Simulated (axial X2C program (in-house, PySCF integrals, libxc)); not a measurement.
**CuCl⁻: properties at the nuclei**

Aim: properties at the nuclei of CuCl⁻, with spin–orbit coupling in the Hamiltonian from the start.

The runs use an in-house X2C program for linear molecules on PySCF integrals; two-component X2C with atomic mean-field terms, Cu dyall-acv3z, Cl dyall-av3z.

All values are calculated.

## (1) The job

Input file task.json:

```json
{
 "zs": [
  29,
  17
 ],
 "q": -1,
 "bas": [
  "dyall-acv3z",
  "dyall-av3z"
 ],
 "r0": 2.11,
 "levels": [
  "PBE0",
  "HF",
  "PBE",
  "LDA",
  "B3LYP"
 ],
 "nst": 3
}
```

Keys: zs atomic numbers; q charge; bas basis sets; r0 starting distance in Å; levels methods (HF also brings MP2); nst determinants followed.

Launch:

```console
python soeom.py task.json out
```

The runs that follow: Expectation values, lowest determinant; Expectation values, a higher determinant; Expectation values, a higher determinant.

What does the calculation give? Wanted: lowest determinant; Eeff magnitude; Ws magnitude Cu; A∥/gI Cu; qzz Cu; higher determinant (for each run or level that gives them).

**Answer**, as computed:

| quantity | value |
| --- | --- |
| lowest determinant | Ω = 1/2 (excess of +ω over −ω: ω = 1/2) |
| Eeff magnitude (GV/cm), PBE0 | 0.886 |
| Ws magnitude Cu (kHz), PBE0 | 0.735 |
| A∥/gI Cu (MHz), PBE0 | 1440 |
| qzz Cu (a.u.), PBE0 | -0.51 |
| higher determinant | Ω = 3/2 (excess of +ω over −ω: ω = 3/2) |
| Eeff magnitude (GV/cm), PBE0, higher determinant | 0.00817 |
| Ws magnitude Cu (kHz), PBE0, higher determinant | 0.00159 |
| A∥/gI Cu (MHz), PBE0, higher determinant | 18.2 |
| qzz Cu (a.u.), PBE0, higher determinant | 0.08 |
| higher determinant | Ω = 3/2 (excess of +ω over −ω: ω = 3/2) |
| Eeff magnitude (GV/cm), PBE0, higher determinant | 0.0379 |
| Ws magnitude Cu (kHz), PBE0, higher determinant | 0.0145 |
| A∥/gI Cu (MHz), PBE0, higher determinant | 606 |
| qzz Cu (a.u.), PBE0, higher determinant | 0.33 |

What this shows: In the first state, the effective field runs from 0.555 to 0.988 GV/cm over the mean-field levels. The expectation values come from single determinants, which for open shells can mix terms of unlike spin or miss the lowest Ω, so a determinant need not be a state. Eeff is the effective electric field on the electron dipole moment in this Ω state and Ws the scalar–pseudoscalar constant (defined with the proton number Z and per Ω); A∥ is the parallel hyperfine constant, which follows by multiplying with the nuclear g factor gI = μI/(I μN); qzz is the electric field gradient, eQq0 = 234.96 MHz × Q/barn × qzz. The operators were transformed with the bare-nucleus X2C matrices.
